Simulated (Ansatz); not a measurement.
# In3Sb: the cost of one run

Program: Ansatz 0.2.0. Level of theory: DFT PBEsol+D3(BJ), scalar-relativistic, plane waves, PAW. These are calculated values, not measurements.

2 further runs of the same task are left out: 2 set aside as unsound or not needed. Runs told in other sessions of the task aren't counted.

### 1 The starting structure

It takes space group Pm-3m (No. 221, cubic). Conventional cell: a = 4.640 Å, b = 4.640 Å, c = 4.640 Å, α = 90.00°, β = 90.00°, γ = 90.00°. In (site symmetry 4/mmm) is surrounded by 8 In at 3.28 Å and 4 Sb at 3.28 Å. Sb (site symmetry m-3m) is surrounded by 12 In at 3.28 Å.

Coordinates:

```
CELL_PARAMETERS angstrom
4.64024 0.00000 0.00000
0.00000 4.64024 0.00000
0.00000 0.00000 4.64024
ATOMIC_POSITIONS crystal
In 0.50000 0.50000 0.00000
In 0.50000 0.00000 0.50000
In 0.00000 0.50000 0.50000
Sb 0.00000 0.00000 0.00000
```

It goes back to an entry of the Materials Project, which need not be the stable form.

This cell was relaxed beforehand with the same method: volume 24.98 Å³/atom, gap on the mesh none (metal).

### 2 Zero of the scan

Input file input.yaml:

```yaml
crystal:
  lattice:
    - [4.6402381084, 0.0, 0.0]
    - [0.0, 4.6402381084, 0.0]
    - [0.0, 0.0, 4.6402381084]
  atoms:
    - { symbol: In, position: [0.5, 0.5, 0.0] }
    - { symbol: In, position: [0.5, 0.0, 0.5] }
    - { symbol: In, position: [0.0, 0.5, 0.5] }
    - { symbol: Sb, position: [0.0, 0.0, 0.0] }
basis:
  ecutwfc: 420
kpoints:
  mp_grid: { grid: [12, 12, 12] }
hamiltonian:
  xc: pbesol
  dispersion: d3bj
scf:
  occupations: { method: gaussian, width: 0.15 }
output:
  forces: true
  stress: true
  eigenvalues: true
  write_density: true
  write_potential: true
  elf: true
  volumetric_format: npy
```

Started as:

```
ansatz run input.yaml --threads 1 --pin off --max-ram 2560MiB --backend cpu --events-out ev --progress --plain --runs-dir out
```

What time and memory should one allow on 1 thread of Intel Xeon Platinum 8488C (Sapphire Rapids), shared host?

About 15 s, with a peak of 0.51 GiB.
